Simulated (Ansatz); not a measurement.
Wanted: the native input for an Ansatz 0.2.0 run.

```
Task                : single point
Functional          : PBE
Potentials or basis : Ansatz PAW
Cutoff              : 420 eV (not typed: the program's choice for these potentials)
k mesh              : 7 × 7 × 7
Occupations         : gaussian, width 0.03 eV
Spin                : no spin polarisation
```

Crystal: BiS.

```
Bi S
1.0
     4.00294    0.00000    0.00000
     0.00000    4.00294    0.00000
     0.00000    0.00000    4.00294
Bi S
1 1
Direct
  0.50000 0.50000 0.50000
  0.00000 0.00000 0.00000
```

The cell was built by a generator and needn't be a form met in nature.

The input as run:

input.yaml

```yaml
crystal:
  lattice:
    - [4.00294434, 0.0, 0.0]
    - [0.0, 4.00294434, 0.0]
    - [0.0, 0.0, 4.00294434]
  atoms:
    - { symbol: Bi, position: [0.5, 0.5, 0.5] }
    - { symbol: S, position: [0.0, 0.0, 0.0] }
hamiltonian:
  xc: pbe
  pseudopotentials: { kind: paw }
kpoints:
  mp_grid: { grid: [7, 7, 7] }
scf:
  occupations: { method: gaussian, width: 0.03 }
output:
  forces: true
  stress: true
  eigenvalues: true
```

Potentials or basis: Ansatz PAW.

Run with:

```bash
$ ansatz run input.yaml --threads 2 --pin off --max-ram 5632MiB --backend cpu --events-out ev --progress --plain --runs-dir out
```

It gave:

The pressure is -10.9 GPa. The band gap on the k mesh is none (metal or under the smearing width).

Caveat: spin-orbit coupling is left out, which moves the levels of the heavy elements.

Wall time 0.55 s on 2 threads of Intel(R) Xeon(R) 6975P-C (Granite Rapids), on a shared host, peak memory 0.35 GiB.
